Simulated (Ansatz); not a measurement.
Working through a run that restarts from a saved state of TlBi2, space group P6/mmm

Computed with the Python package of Ansatz (0.2.0).

Run as a notebook:

**Cell 1**
```python
import warnings

import ansatz as az

warnings.simplefilter("ignore", az.DeckWarning)

system = (
    az.Lattice.of((5.708665, 0.0, 0.0), (-2.854332, 4.943848, 0.0), (0.0, 0.0, 3.393756))
    .atom("Tl", (0.0, 0.0, 0.0))
    .atom("Bi", (2 / 3, 1 / 3, 0.5))
    .atom("Bi", (1 / 3, 2 / 3, 0.5))
)

len(system.resolved().sites)
```
Output:
```text
3
```

**Cell 2**
```python
job = (
    system.calculation()
    .functional("pbesol")
    .basis(24 * az.Ry)
    .occupations("fermi_dirac")
)
coarse = job.kpoints(*(2, 2, 3)).checkpoint(write="state").run().report
warm = job.kpoints(*(5, 5, 7)).checkpoint(read="state").run().report
cold = job.kpoints(*(5, 5, 7)).run().report
for label, summary in (("coarse", coarse), ("fine, from the saved density", warm), ("fine, fresh start", cold)):
    print(f"{label:30s} F = {summary['free_energy_ev']:.5f} eV  iterations {summary['n_iterations']}")
```
Output:
```text
coarse                         F = -35779.76999 eV  iterations 7
fine, from the saved density   F = -35779.76937 eV  iterations 6
fine, fresh start              F = -35779.76937 eV  iterations 6
```

Caveats:
- These settings explore the input space; cutoff and mesh may be short of convergence.
- The cutoff lies under the one recommended for these potentials.
- For a metal this k-point mesh is coarse: on a finer one energies can move by several to tens of meV an atom and pressures by half a GPa or more, differences at one mesh by less.
- Spin-orbit coupling, which matters for elements this heavy, is left out.
- The structure comes from a database of computed cells and needn't be a stable or known phase.
- The script silences the warnings on its input, which a real study should read.
- Timing: 4 s on 1 thread of AMD EPYC 7R43 64-Core Processor (Zen 3) (shared host), peak memory 0.42 GiB.

(Lines on the test bed's own set-up are left out of the output.)
